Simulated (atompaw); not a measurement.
# Changing the settings of a PAW (atompaw) potential for Ti

Aim: generate and test one potential in full, then change one design choice at a time and see what happens to hardness, ghosts and scattering.

Program: atompaw 4.2.0.5. Reference atom: LDA (PW92), scalar-relativistic, spherical and spin-unpolarised. All values are calculated.

4 further runs of the same task are left out: 4 set aside as unsound or not needed.

## (1) The atom and the settings

Typed settings, in words:

```json
{
 "element": "titanium (Ti, Z = 22)",
 "type": "PAW",
 "frozen core": "[Ne]",
 "valence charge": "12",
 "reference configuration": "3s2 3p6 3d2 4s1.75 4p0 (charge +0.25)",
 "partial waves": "3s (bound): rc 1.65 bohr; 4s (bound): rc 1.90 bohr; 3p (bound): rc 1.50 bohr; 4p (bound, empty): rc 2.75 bohr; 3d (bound): rc 2.75 bohr; 3d channel at 0.95 Ry: rc 2.75 bohr",
 "local potential": "bessel scheme, radius 2.00 bohr",
 "core correction": "smooth core density matched at 2.70 bohr",
 "augmentation charge": "sinc compensation charge, radius 2.20 bohr; PAW radius 2.75 bohr; waves and projectors: custom polynom vanderbiltortho"
}
```

The nodes and maxima of the atom's own shells, from an earlier all-electron run, set the scale for the radii.

All-electron outer shells of the reference configuration (LDA (PW92), scalar-relativistic, ld1.x):

```json
{"shell": "2s", "level (eV)": "-537.15", "outermost node (bohr)": "0.09", "outermost maximum (bohr)": "0.27"}
{"shell": "2p", "level (eV)": "-445.66", "outermost node (bohr)": "–", "outermost maximum (bohr)": "0.22"}
{"shell": "3s", "level (eV)": "-63.97", "outermost node (bohr)": "0.40", "outermost maximum (bohr)": "0.87"}
{"shell": "3p", "level (eV)": "-40.49", "outermost node (bohr)": "0.37", "outermost maximum (bohr)": "0.90"}
{"shell": "3d", "level (eV)": "-6.13", "outermost node (bohr)": "–", "outermost maximum (bohr)": "0.97"}
{"shell": "4s", "level (eV)": "-6.02", "outermost node (bohr)": "1.24", "outermost maximum (bohr)": "2.85"}
{"shell": "4p", "level (eV)": "-2.75", "outermost node (bohr)": "1.38", "outermost maximum (bohr)": "3.66"}
```

## (2) The first potential

Contents of Ti.input:

```
Ti 22
LDA-PW scalarrelativistic loggrid 1500 logderivrange -7 5 301
4 4 3 0 0 0
4 0 1.75
4 1 0
3 2 2
0 0 0
c
c
v
v
c
v
v
v
2
2.75 2.20 2.00 2.70
n
n
y
0.95
n
custom polynom vanderbiltortho sinc
bessel
1.65
1.90
1.50
2.75
2.75
2.75
PWSCFOUT
UPFDX 0.0125d0 UPFXMIN -7.d0 UPFZMESH 22.d0
END
```

Started as:

```console
atompaw < Ti.input > Ti.log
```

The output, the file Ti (summary file):

```text
 Completed calculations for Ti (AE)

 Exchange-correlation type: LDA, Perdew-Wang correlation

 Radial integration grid is logarithmic 
 r0 =   3.7230371E-04 h =   8.1906817E-03   n =      1500 rmax =   8.0000000E+01

 Scalar relativistic calculation

 AEatom converged in  29 iterations
   nz     =  22.00
   delta  =       2.836701161296E-17

 All Electron Orbital energies:         
  n  l      occupancy      energy
  1  0      2.0000000E+00 -3.5704000E+02
  2  0      2.0000000E+00 -3.9479925E+01
  3  0      2.0000000E+00 -4.7016208E+00
  4  0      1.7500000E+00 -4.4226413E-01
  2  1      6.0000000E+00 -3.2755453E+01
  3  1      6.0000000E+00 -2.9761719E+00
  4  1      0.0000000E+00 -2.0241771E-01
  3  2      2.0000000E+00 -4.5063383E-01

 Total energy
   Total                    :    -1703.35185944422301

 ---
 Completed calculations for Ti (SC)

 Exchange-correlation type: LDA, Perdew-Wang correlation

 Radial integration grid is logarithmic 
 r0 =   3.7230371E-04 h =   8.1906817E-03   n =      1500 rmax =   8.0000000E+01

 Scalar relativistic calculation

 SCatom converged in   1 iterations
   nz     =  22.00
   delta  =       9.265254411563E-17

 Valence Electron Orbital energies:         
  n  l      occupancy      energy
   3  0      2.0000000E+00 -4.7016208E+00
   4  0      1.7500000E+00 -4.4226413E-01
   3  1      6.0000000E+00 -2.9761719E+00
   4  1      0.0000000E+00 -2.0241771E-01
   3  2      2.0000000E+00 -4.5063383E-01

 Total energy
   Total                    :    -1703.35185945159242
   Valence                  :     -179.34973926684543

 PAW parameters: 
       lmax =            2
         rc =    2.7608159231658895     
        irc =         1089
   rc_shape =    2.2129898539907571     
    rc_vloc =    2.0057918493459810     
    rc_core =    2.7159523617347525     
   Vloc: truncated form - Vps(r)=A.sin(qr)/r for r<rc
   Projector type: polynomial pseudization + Vanderbilt ortho.
   Sinc^2 compensation charge shape zeroed at   2.2130E+00

 Number of basis functions     6
 No.   n  nodes  l      Energy         Cp coeff         Occ
  1    3    2    0   -0.4701621E+01  0.2694447E+01  0.2000000E+01
  2    4    3    0   -0.4422641E+00  0.1160793E+03  0.1750000E+01
  3    3    1    1   -0.2976172E+01 -0.3233213E+00  0.6000000E+01
  4    4    2    1   -0.2024177E+00  0.1680310E+02  0.0000000E+00
  5    3    0    2   -0.4506338E+00  0.3709234E+02  0.2000000E+01
  6  999    1    2    0.9500000E+00 -0.5901638E+02  0.0000000E+00

 Eigenvalues of overlap operator (in the basis of projectors):
    1        6.75111902E-01
    2        6.76636253E-01
    3        2.46711285E+00
    4        1.92206009E+02
    5        2.12129343E+02
    6        4.36835396E+02

 Orbital leakage outside PAW augmentation regions
   orb  is_core?  %out_of_sphere
   1 0    T           0.00
   2 0    T           0.00
   3 0    F           0.09
   4 0    F          66.49
   2 1    T           0.00
   3 1    F           0.39
   4 1    F          85.51
   3 2    F          10.71

 Summary of PAW energies
   Total valence energy     :   -179.34970641680735
   Smooth energy            :     29.61138814495478
   One center               :   -208.96109456176214
   Smooth kinetic           :     32.14497862169913
   Vloc energy              :      6.40330806760008
   Smooth exch-corr         :    -11.22335184657236
   One-center xc            :    -68.77202154724023
```

Run time: 2.1 s. Hardware: 1 thread, shared host.

Partial waves on a coarse radial grid (AE all-electron, PS pseudo):

```csv
r (bohr),3s AE,3s PS,4p AE,4p PS
0.106,-0.1161,0.2403,0.0961,0.0002
0.212,-0.5815,0.4684,0.1111,0.0008
0.317,-0.3707,0.6712,0.0389,0.0020
0.423,0.1021,0.8432,-0.0556,0.0040
0.529,0.5503,0.9753,-0.1344,0.0071
0.635,0.8682,1.0633,-0.1845,0.0115
0.740,1.0441,1.1062,-0.2054,0.0175
0.846,1.1071,1.1069,-0.2020,0.0257
0.952,1.0893,1.0702,-0.1800,0.0362
1.058,1.0210,1.0034,-0.1451,0.0493
1.163,0.9266,0.9161,-0.1022,0.0651
1.269,0.8203,0.8159,-0.0544,0.0838
1.375,0.7133,0.7121,-0.0044,0.1053
1.481,0.6118,0.6116,0.0458,0.1295
1.587,0.5191,0.5191,0.0948,0.1561
1.692,0.4375,0.4375,0.1413,0.1843
1.798,0.3656,0.3656,0.1858,0.2141
1.904,0.3038,0.3038,0.2273,0.2448
2.010,0.2513,0.2513,0.2656,0.2757
2.115,0.2074,0.2074,0.3005,0.3057
2.221,0.1703,0.1703,0.3325,0.3349
2.327,0.1395,0.1395,0.3615,0.3623
2.433,0.1140,0.1140,0.3873,0.3876
2.538,0.0931,0.0931,0.4101,0.4101
2.644,0.0758,0.0758,0.4303,0.4303
2.750,0.0616,0.0616,0.4479,0.4479
```

## (3) Logarithmic derivatives

Taken from the files of the generation run. The phase is arctan(r·u′/u) with u = r·R, unwrapped, with energies in Ry. A pole is an energy at which the radial function vanishes at the test radius. The pseudo phase is shifted by a multiple of π to meet the all-electron one at the reference energy. Levels narrower than the energy grid can be missing from the poles. The last column is the largest difference on the grid between −1 and +1 Ry.

| channel | radius (bohr) | reference (Ry) | poles AE | poles PS | window around the reference with phases within 0.05 rad (Ry) | largest difference near zero (rad) |
| --- | --- | --- | --- | --- | --- | --- |
| s | 2.76 | -0.44 | -4.70, 1.68 | -4.70, 1.69 | below 4.5 | 0.000 |
| p | 2.76 | -0.20 | -2.93, 2.53 | -2.93, 2.42 | below 4.2 | 0.008 |
| d | 2.76 | -0.45 | -0.23, 3.87 | -0.23, 4.81 | below 1.6 | 0.007 |

Phases (rad) along the scan:

```csv
E (Ry),p AE,p PS,d AE,d PS
-7.00,1.426,1.426,1.433,1.435
-6.52,1.420,1.420,1.428,1.430
-6.04,1.413,1.413,1.422,1.425
-5.56,1.405,1.405,1.416,1.419
-5.08,1.396,1.395,1.408,1.411
-4.60,1.384,1.383,1.400,1.403
-4.12,1.368,1.368,1.390,1.393
-3.64,1.343,1.343,1.378,1.381
-3.16,1.243,1.242,1.363,1.367
-2.68,-1.760,-1.760,1.343,1.347
-2.20,-1.819,-1.819,1.316,1.321
-1.72,-1.867,-1.868,1.275,1.280
-1.24,-1.935,-1.936,1.197,1.203
-0.76,-2.053,-2.053,0.890,0.897
-0.28,-2.318,-2.318,-1.507,-1.505
0.20,-3.099,-3.102,-1.817,-1.815
0.68,-4.078,-4.085,-2.015,-2.014
1.16,-4.434,-4.442,-2.427,-2.425
1.64,-4.581,-4.589,-3.556,-3.507
2.12,-4.663,-4.673,-4.272,-4.221
2.60,-4.720,-4.733,-4.503,-4.457
3.08,-4.767,-4.784,-4.612,-4.564
3.56,-4.812,-4.838,-4.679,-4.625
4.04,-4.864,-4.906,-4.730,-4.667
4.52,-4.936,-5.014,-4.776,-4.697
5.00,-5.059,-5.249,-4.824,-4.722
```

## (4) Cutoff and ghost test in a Bessel basis

A separate test, outside the generator: the pseudo-atom's Hamiltonian at the reference potential is diagonalised in spherical Bessel functions j_l(qr) that vanish at 20 bohr, with q² up to the cutoff.

All-electron valence levels (Ry): 3s -4.7016, 4s -0.4423, 3p -2.9762, 4p -0.2024, 3d -0.4506. The lowest levels of each channel (Ry) by cutoff; the last column sums, over occupied levels, occupation times the distance from the level at 400 Ry. A positive value at high cutoff is not a bound level.

```csv
cutoff (Ry),s #1,s #2,p #1,p #2,d #1,f #1,Σ f·Δε (mRy)
8,-4.4105,-0.4244,-0.2030,0.0008,-0.4212,0.0680,17311.5
12,-4.6597,-0.4410,-2.1672,-0.2024,-0.4498,0.0680,4941.4
15,-4.6898,-0.4420,-2.7068,-0.2024,-0.4500,0.0680,1641.5
21,-4.7009,-0.4421,-2.9232,-0.2024,-0.4505,0.0680,320.0
30,-4.7012,-0.4422,-2.9740,-0.2024,-0.4506,0.0680,14.2
35,-4.7015,-0.4423,-2.9749,-0.2024,-0.4506,0.0680,7.8
45,-4.7016,-0.4423,-2.9753,-0.2024,-0.4506,0.0680,5.2
55,-4.7016,-0.4423,-2.9759,-0.2024,-0.4506,0.0680,1.7
60,-4.7016,-0.4423,-2.9760,-0.2024,-0.4506,0.0680,0.8
80,-4.7016,-0.4423,-2.9761,-0.2024,-0.4506,0.0680,0.3
400,-4.7016,-0.4423,-2.9762,-0.2024,-0.4506,0.0680,0.0
```

The sum stays within 10 mRy from 35 Ry and within 1 mRy from 60 Ry. The sum leaves out empty levels, which can need more. Ghost test: no level below the all-electron spectrum of its channel (s, p, d, f tested).

## (5) Now with waves 4p (bound, empty): rc 2.10 bohr

Edit Ti.input of step 2 so:

```diff
@@ -27,3 +27,3 @@
 1.50
-2.75
+2.10
 2.75
```

Started as:

```console
atompaw < Ti.input > Ti.log
```

The output, the file Ti (summary file):

```text
 Completed calculations for Ti (AE)

 Exchange-correlation type: LDA, Perdew-Wang correlation

 Radial integration grid is logarithmic 
 r0 =   3.7230371E-04 h =   8.1906817E-03   n =      1500 rmax =   8.0000000E+01

 Scalar relativistic calculation

 AEatom converged in  29 iterations
   nz     =  22.00
   delta  =       2.836701161296E-17

[... all-electron levels as in step 2 ...]

 Total energy
   Total                    :    -1703.35185944422301

 ---
 Completed calculations for Ti (SC)

 Exchange-correlation type: LDA, Perdew-Wang correlation

 Radial integration grid is logarithmic 
 r0 =   3.7230371E-04 h =   8.1906817E-03   n =      1500 rmax =   8.0000000E+01

 Scalar relativistic calculation

 SCatom converged in   1 iterations
   nz     =  22.00
   delta  =       9.265254411563E-17

 Valence Electron Orbital energies:         
  n  l      occupancy      energy
   3  0      2.0000000E+00 -4.7016208E+00
   4  0      1.7500000E+00 -4.4226413E-01
   3  1      6.0000000E+00 -2.9761719E+00
   4  1      0.0000000E+00 -2.0241771E-01
   3  2      2.0000000E+00 -4.5063383E-01

 Total energy
   Total                    :    -1703.35185945159242
   Valence                  :     -179.34973926684543

 PAW parameters: 
       lmax =            2
         rc =    2.7608159231658895     
        irc =         1089
   rc_shape =    2.2129898539907571     
    rc_vloc =    2.0057918493459810     
    rc_core =    2.7159523617347525     
   Vloc: truncated form - Vps(r)=A.sin(qr)/r for r<rc
   Projector type: polynomial pseudization + Vanderbilt ortho.
   Sinc^2 compensation charge shape zeroed at   2.2130E+00

 Number of basis functions     6
 No.   n  nodes  l      Energy         Cp coeff         Occ
  1    3    2    0   -0.4701621E+01  0.2694447E+01  0.2000000E+01
  2    4    3    0   -0.4422641E+00  0.1160793E+03  0.1750000E+01
  3    3    1    1   -0.2976172E+01  0.8454153E-01  0.6000000E+01
  4    4    2    1   -0.2024177E+00  0.4720014E+02  0.0000000E+00
  5    3    0    2   -0.4506338E+00  0.3709234E+02  0.2000000E+01
  6  999    1    2    0.9500000E+00 -0.5901638E+02  0.0000000E+00

 Eigenvalues of overlap operator (in the basis of projectors):
    1        6.76636253E-01
    2        7.51375334E-01
    3        2.46711285E+00
    4        1.92206009E+02
    5        4.36835396E+02
    6        1.56285362E+03

 Orbital leakage outside PAW augmentation regions
   orb  is_core?  %out_of_sphere
   1 0    T           0.00
   2 0    T           0.00
   3 0    F           0.09
   4 0    F          66.49
   2 1    T           0.00
   3 1    F           0.39
   4 1    F          85.51
   3 2    F          10.71

 Summary of PAW energies
   Total valence energy     :   -179.34973980272321
   Smooth energy            :     29.61136519318221
   One center               :   -208.96110499590543
   Smooth kinetic           :     32.14497862169913
   Vloc energy              :      6.40328511582751
   Smooth exch-corr         :    -11.22335184657236
   One-center xc            :    -68.77202154724023
```

It took 3.4 s on 1 thread, shared host.

Compared with the first run, the loose cutoff stays at 35 Ry and there is no bound ghost.

## (6) Results

Cutoffs, loose and tight: the cutoffs (Ry, on a coarse ladder) from which the occupation-weighted sum of valence levels, in a spherical-Bessel basis at the reference potential, stays within 10 and 1 mRy of its value at 400 Ry; empty and scattering waves don't count. The number of plane waves in a given cell goes as the cutoff to the power 3/2; it is given for the loose cutoff, relative to the first potential. The phase difference is the largest within 1 Ry of zero, over the channels with partial waves. 2 further runs were made in the same way; their inputs and logs are not shown.

```csv
change,outcome,"cutoff, loose","cutoff, tight","plane waves, relative",bound ghosts,phase difference near zero (rad),lowest overlap eigenvalue (Bessel basis)
first potential,generated,35 Ry,60 Ry,1.00,none,0.008,0.546
"waves 4p (bound, empty): rc 2.10 bohr",generated,35 Ry,60 Ry,1.00,none,0.007,0.566
waves 3d channel at 0.21 Ry: rc 2.75 bohr,generated,35 Ry,60 Ry,1.00,none,0.011,0.546
"augmentation sinc compensation charge, radius 2.20 bohr; PAW radius 2.75 bohr; waves and projectors: custom rrkj gramschmidtortho",generated,35 Ry,60 Ry,1.00,none,0.020,0.115
```

The first potential by itself. By its cutoff, 35 Ry for the looser tolerance, it is soft on the atom at that tolerance. The slowest occupied level is 3p: taken alone it needs 45 Ry to come within 1 mRy, against 21 Ry for 3s. No bound ghost shows below the valence levels. Near zero energy the phases of the channels with partial waves agree within 0.008 rad.
